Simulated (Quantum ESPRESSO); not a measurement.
CaBr:

```
Br Ca
1.0
     4.08415    0.00000    0.00000
    -2.04207    3.53698    0.00000
     0.00000    0.00000    9.67213
Br Ca
2 2
Direct
  0.66667 0.33333 0.53449
  0.33333 0.66667 0.03449
  0.66667 0.33333 0.84051
  0.33333 0.66667 0.34051
```

The cell comes from a database or a generator and needn't be the stable form of this composition.

| Property | Result |
| --- | --- |
| Program | Quantum ESPRESSO 7.5 |
| Task | single point |
| Functional | PBE |
| Potentials or basis | SSSP 1.3 efficiency PBE |
| Cutoff | 748 eV |
| Density cutoff | 5987 eV |
| k mesh | 8 × 8 × 3 |
| Occupations | fermi-dirac, width 0.05 eV |
| Spin | no spin polarisation |

On this cell: pressure 0.5 GPa; largest force 0.125 eV/Å; band gap on the k mesh none (metal or under the smearing width).

The same run follows on a disturbed copy (atoms moved at random, drawn with an rms of 0.05 Å):

```xyz
4
Lattice="4.0841 0.0000 0.0000 -2.0421 3.5370 0.0000 0.0000 0.0000 9.6721" Properties=species:S:1:pos:R:3 pbc="T T T"
Br    2.0539    1.2487    5.1734
Br   -0.0018    2.3493    0.3444
Ca    2.0787    1.1751    8.1751
Ca   -0.0144    2.3741    3.2734
```

What changes?

The energy (extrapolated to zero smearing) moves by +2.2 meV/atom; pressure 0.6 GPa; largest force 0.299 eV/Å; band gap on the k mesh none (metal or under the smearing width).

Forces on the atoms (eV/Å):
```
Br  -0.020 -0.041  0.117
Br   0.033  0.010  0.160
Ca  -0.034 -0.001 -0.297
Ca   0.021  0.033  0.020
```

Stress tensor (GPa, compression positive):
```
 0.33  0.07  0.02
 0.07  0.25 -0.04
 0.02 -0.04  1.14
```
